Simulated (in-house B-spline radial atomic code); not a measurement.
**Pseudo-atoms of rhenium beyond the functional they were made with**

Aim: make Troullier-Martins pseudopotentials for rhenium and test how well they carry over to Hartree-Fock, PBE0, RPA and G0W0.

Each job solves three atoms with an in-house B-spline radial code, non-relativistic and spherical, high spin: all electrons (AE), all electrons with the core left uncorrelated (FC), and the pseudo-atom (PS, semilocal channels for the l listed, the local potential above). Empty states run to l = 8; the Hartree-Fock start is not run with a model core. The AE exchange self-energy holds core-valence exchange, which PS lacks and its potential largely offsets, so that difference is no error by itself. The code writes a record and no log. All values are calculated.

### 1 Re⁺, LDA, core 1s 2s 2p 3s 3p 3d 4s 4p 4d 5s, radii × 1.3, model core, made in [Xe] 4f14 5d5 6s2

File settings:

```
Z = 75
electrons = 74.0
configuration = [Xe] 4f14 5d5 6s1
generated_in = [Xe] 4f14 5d5 6s2
functional = lda,vwn
core_shells = 10
radius_factor = 1.3
core_correction = True
ion_configuration = [Xe] 4f14 5d5
```

From the record: radii s 3.4, p 1.416, d 1.804, f 1.807, local 1.714, model core 0.622 bohr. Reference levels, all-electron and pseudo (hartree): 4f -1.92508, -1.92508; 5p -1.63123, -1.63123; 5d -0.25864, -0.25864; 6s -0.18686, -0.18686.

Levels in eV; differences are from AE. Left out are levels of quasi-particle weight under 0.75 (0.6 for the top and for empty ones), unbound levels and those not matched in AE and PS.

| start | level | mean field AE | PS − AE | G0W0 AE | FC − AE | PS − AE | exchange self-energy PS − AE |
| --- | --- | --- | --- | --- | --- | --- | --- |
| LDA | 6s up | -12.01 | -0.04 | -15.47 | -0.03 | -1.22 | -0.90 |
| LDA | 5d up | -15.31 | +0.04 | -20.47 | -0.06 | +0.03 | +1.65 |
| LDA | 5d down (empty) | -12.13 | +0.01 | -7.99 | +0.03 | +0.03 | +1.82 |
| PBE0 | 6s up | -12.37 | -0.51 | -15.28 | -0.03 | -1.36 | -1.81 |
| PBE0 | 5d up | -16.84 | +0.16 | -20.71 | -0.06 | +0.29 | +1.37 |
| PBE0 | 5p down | -51.59 | +1.24 | -55.77 | -0.75 | +1.05 | +7.35 |
| PBE0 | 5d down (empty) | -9.83 | +0.20 | -7.34 | +0.04 | +0.42 | +1.58 |

| start | valence RPA correlation, FC (hartree) | PS (hartree) | RPA polarisability (no kernel), AE (bohr³) | PS (bohr³) | ionisation by RPA, AE (eV) | PS − AE (eV) |
| --- | --- | --- | --- | --- | --- | --- |
| LDA | -1.8173 | -2.4582 | 28.68 | 28.31 | 15.29 | +1.29 |
| PBE0 | -1.7426 | -2.3902 | 25.97 | 23.30 | 15.14 | +1.41 |

Wall time 2.1 min (1 thread of Arm Neoverse N1, shared host).

### 2 Re⁺, PBE, core 1s 2s 2p 3s 3p 3d 4s 4p 4d 5s, radii × 1, model core, made in [Xe] 4f14 5d5 6s2

File settings:

```
Z = 75
electrons = 74.0
configuration = [Xe] 4f14 5d5 6s1
generated_in = [Xe] 4f14 5d5 6s2
functional = pbe,pbe
core_shells = 10
radius_factor = 1.0
core_correction = True
ion_configuration = [Xe] 4f14 5d5
```

From the record: radii s 2.844, p 1.112, d 1.387, f 1.39, local 1.372, model core 0.622 bohr. Reference levels, all-electron and pseudo (hartree): 4f -1.91317, -1.91317; 5p -1.62440, -1.62440; 5d -0.25143, -0.25143; 6s -0.17936, -0.17936.

Levels in eV; differences are from AE. Left out are levels of quasi-particle weight under 0.75 (0.6 for the top and for empty ones), unbound levels and those not matched in AE and PS.

```csv
start,level,mean field AE,PS − AE,G0W0 AE,FC − AE,PS − AE,exchange self-energy PS − AE
PBE,6s up,-11.74,-0.06,-15.39,-0.03,-1.05,-0.40
PBE,5d up,-15.19,+0.04,-20.38,-0.05,+0.10,+2.59
PBE,5d down (empty),-11.55,+0.06,-7.87,+0.04,+0.08,+2.81
PBE0,6s up,-12.37,-0.45,-15.28,-0.03,-1.19,-1.09
PBE0,5d up,-16.84,+0.10,-20.71,-0.06,+0.22,+2.34
PBE0,5p down,-51.59,+1.17,-55.77,-0.75,+1.20,+9.13
PBE0,5d down (empty),-9.83,+0.18,-7.34,+0.04,+0.36,+2.50
```

| start | valence RPA correlation, FC (hartree) | PS (hartree) | RPA polarisability (no kernel), AE (bohr³) | PS (bohr³) | ionisation by RPA, AE (eV) | PS − AE (eV) |
| --- | --- | --- | --- | --- | --- | --- |
| PBE | -1.8136 | -2.4833 | 29.49 | 29.09 | 15.28 | +1.14 |
| PBE0 | -1.7426 | -2.4197 | 25.97 | 23.65 | 15.14 | +1.24 |

Wall time 2.1 min (1 thread of Arm Neoverse N1, shared host).

### 3 Re⁺, PBE, core 1s 2s 2p 3s 3p 3d 4s 4p 4d 5s, radii × 1.15, made in [Xe] 4f14 5d5 6s2

Edit settings of step 2 so:

```diff
@@ -6,4 +6,4 @@
 core_shells = 10
-radius_factor = 1.0
-core_correction = True
+radius_factor = 1.15
+core_correction = False
 ion_configuration = [Xe] 4f14 5d5
```

From the record: radii s 3.271, p 1.279, d 1.596, f 1.599, local 1.578 bohr. Reference levels, all-electron and pseudo (hartree): 4f -1.91317, -1.91317; 5p -1.62440, -1.62441; 5d -0.25143, -0.25143; 6s -0.17936, -0.17936.

Levels in eV; differences are from AE. Left out are levels of quasi-particle weight under 0.75 (0.6 for the top and for empty ones), unbound levels and those not matched in AE and PS.

```csv
start,level,mean field AE,PS − AE,G0W0 AE,FC − AE,PS − AE,exchange self-energy PS − AE
PBE,6s up,-11.74,-0.04,-15.39,-0.03,-1.12,-0.74
PBE,5d up,-15.19,-0.00,-20.38,-0.05,+0.03,+2.10
PBE,5d down (empty),-11.55,+0.27,-7.87,+0.04,+0.27,+2.42
PBE0,6s up,-12.37,-0.45,-15.28,-0.03,-1.26,-1.55
PBE0,5d up,-16.84,+0.02,-20.71,-0.06,+0.14,+1.79
PBE0,5p down,-51.59,+1.21,-55.77,-0.75,+1.13,+8.30
PBE0,5d down (empty),-9.83,+0.30,-7.34,+0.04,+0.50,+2.11
Hartree-Fock,6s up,-13.84,-2.33,-14.99,-0.02,-1.35,-4.50
Hartree-Fock,5d up,-21.14,-0.16,-21.25,-0.05,+0.74,+0.73
Hartree-Fock,5p down,-56.92,+4.11,-56.58,-0.72,+2.30,+7.98
Hartree-Fock,6s down (empty),-5.20,-0.16,-6.41,-0.00,+0.13,-0.14
```

```
       start  valence RPA correlation, FC (hartree)  PS (hartree)  RPA polarisability (no kernel), AE (bohr³)  PS (bohr³)  ionisation by RPA, AE (eV)  PS − AE (eV)
         PBE                                -1.8136       -2.4607                                       29.49       29.01                       15.28         +1.20
        PBE0                                -1.7426       -2.3941                                       25.97       23.38                       15.14         +1.32
Hartree-Fock                                -1.5672       -2.2231                                       20.62       14.04                       14.82         +1.43
```

It took 2.2 min on 1 thread of Arm Neoverse N1, shared host.

### 4 Re⁺, PBE, core 1s 2s 2p 3s 3p 3d 4s 4p 4d 5s, radii × 1.15, model core

File settings:

```
Z = 75
electrons = 74.0
configuration = [Xe] 4f14 5d5 6s1
generated_in = [Xe] 4f14 5d5 6s1
functional = pbe,pbe
core_shells = 10
radius_factor = 1.15
core_correction = True
ion_configuration = [Xe] 4f14 5d5
```

From the record: radii s 3.144, p 1.279, d 1.596, f 1.599, local 1.559, model core 0.622 bohr. Reference levels, all-electron and pseudo (hartree): 4f -2.18128, -2.18128; 5p -1.89349, -1.89349; 5d -0.51489, -0.51489; 6s -0.40444, -0.40444.

Levels in eV; differences are from AE. Left out are levels of quasi-particle weight under 0.75 (0.6 for the top and for empty ones), unbound levels and those not matched in AE and PS.

```csv
start,level,mean field AE,PS − AE,G0W0 AE,FC − AE,PS − AE,exchange self-energy PS − AE
PBE,6s up,-11.74,-0.05,-15.39,-0.03,-1.07,-0.52
PBE,5d up,-15.19,+0.01,-20.38,-0.05,+0.04,+2.13
PBE,5d down (empty),-11.55,+0.01,-7.87,+0.04,+0.03,+2.35
PBE0,6s up,-12.37,-0.44,-15.28,-0.03,-1.20,-1.26
PBE0,5d up,-16.84,+0.06,-20.71,-0.06,+0.18,+1.84
PBE0,5p down,-51.59,+1.09,-55.77,-0.75,+1.01,+8.32
PBE0,5d down (empty),-9.83,+0.14,-7.34,+0.04,+0.35,+2.05
```

```csv
start,"valence RPA correlation, FC (hartree)",PS (hartree),"RPA polarisability (no kernel), AE (bohr³)",PS (bohr³),"ionisation by RPA, AE (eV)",PS − AE (eV)
PBE,-1.8136,-2.4620,29.49,29.15,15.28,+1.15
PBE0,-1.7426,-2.3976,25.97,23.61,15.14,+1.26
```

Run time: 2.1 min. Hardware: 1 thread of Arm Neoverse N1, shared host.

### 5 Re⁺, PBE, core 1s 2s 2p 3s 3p 3d 4s 4p 4d 5s, radii × 1.3, made in [Xe] 4f14 5d5 6s2

File settings:

```
Z = 75
electrons = 74.0
configuration = [Xe] 4f14 5d5 6s1
generated_in = [Xe] 4f14 5d5 6s2
functional = pbe,pbe
core_shells = 10
radius_factor = 1.3
core_correction = False
ion_configuration = [Xe] 4f14 5d5
```

From the record: radii s 3.4, p 1.446, d 1.804, f 1.807, local 1.739 bohr. Reference levels, all-electron and pseudo (hartree): 4f -1.91317, -1.91317; 5p -1.62440, -1.62440; 5d -0.25143, -0.25143; 6s -0.17936, -0.17936.

Levels in eV; differences are from AE. Left out are levels of quasi-particle weight under 0.75 (0.6 for the top and for empty ones), unbound levels and those not matched in AE and PS.

```
       start            level  mean field AE  PS − AE  G0W0 AE  FC − AE  PS − AE  exchange self-energy PS − AE
         PBE            6s up         -11.74    -0.05   -15.39    -0.03    -1.17                         -0.94
         PBE            5d up         -15.19    +0.00   -20.38    -0.05    -0.01                         +1.59
         PBE  5d down (empty)         -11.55    +0.22    -7.87    +0.04    +0.22                         +1.87
        PBE0            6s up         -12.37    -0.46   -15.28    -0.03    -1.31                         -1.81
        PBE0            5d up         -16.84    +0.01   -20.71    -0.06    +0.12                         +1.22
        PBE0          5p down         -51.59    +1.16   -55.77    -0.75    +0.95                         +7.30
        PBE0  5d down (empty)          -9.83    +0.26    -7.34    +0.04    +0.49                         +1.57
Hartree-Fock            6s up         -13.84    -2.41   -14.99    -0.02    -1.35                         -5.01
Hartree-Fock            5d up         -21.14    -0.28   -21.25    -0.05    +0.84                         -0.01
Hartree-Fock          5p down         -56.92    +4.14   -56.58    -0.72    +2.33                         +7.01
Hartree-Fock  6s down (empty)          -5.20    -0.15    -6.41    -0.00    +0.17                         -0.20
```

```csv
start,"valence RPA correlation, FC (hartree)",PS (hartree),"RPA polarisability (no kernel), AE (bohr³)",PS (bohr³),"ionisation by RPA, AE (eV)",PS − AE (eV)
PBE,-1.8136,-2.4530,29.49,29.00,15.28,+1.23
PBE0,-1.7426,-2.3849,25.97,23.26,15.14,+1.36
Hartree-Fock,-1.5672,-2.2101,20.62,13.71,14.82,+1.48
```

Run time: 2.3 min. Hardware: 1 thread of Arm Neoverse N1, shared host.

### 6 What the core costs

Of the filled levels shown, the one that moves most in G0W0 on the functional of the generation (eV):

| pseudo-atom | level | PS − AE | FC − AE | exchange self-energy PS − AE |
| --- | --- | --- | --- | --- |
| Re⁺, LDA, core 1s 2s 2p 3s 3p 3d 4s 4p 4d 5s, radii × 1.3, model core, made in [Xe] 4f14 5d5 6s2 | 6s up | -1.22 | -0.03 | -0.90 |
| Re⁺, PBE, core 1s 2s 2p 3s 3p 3d 4s 4p 4d 5s, radii × 1, model core, made in [Xe] 4f14 5d5 6s2 | 6s up | -1.05 | -0.03 | -0.40 |
| Re⁺, PBE, core 1s 2s 2p 3s 3p 3d 4s 4p 4d 5s, radii × 1.15, made in [Xe] 4f14 5d5 6s2 | 6s up | -1.12 | -0.03 | -0.74 |
| Re⁺, PBE, core 1s 2s 2p 3s 3p 3d 4s 4p 4d 5s, radii × 1.15, model core | 6s up | -1.07 | -0.03 | -0.52 |
| Re⁺, PBE, core 1s 2s 2p 3s 3p 3d 4s 4p 4d 5s, radii × 1.3, made in [Xe] 4f14 5d5 6s2 | 6s up | -1.17 | -0.03 | -0.94 |

For these levels the shift runs from 1.05 eV (Re⁺, PBE, core 1s 2s 2p 3s 3p 3d 4s 4p 4d 5s, radii × 1, model core, made in [Xe] 4f14 5d5 6s2) to 1.22 eV (Re⁺, LDA, core 1s 2s 2p 3s 3p 3d 4s 4p 4d 5s, radii × 1.3, model core, made in [Xe] 4f14 5d5 6s2). On other starts it reaches +2.33 eV (5p down, Hartree-Fock). Leaving the core uncorrelated explains little of it; the rest belongs to the pseudopotential itself, whose orbitals are smooth and whose core-valence exchange stays at the level of its own functional. Without relativity so heavy an atom is a model system. The radii follow a simple rule and aren't optimised.
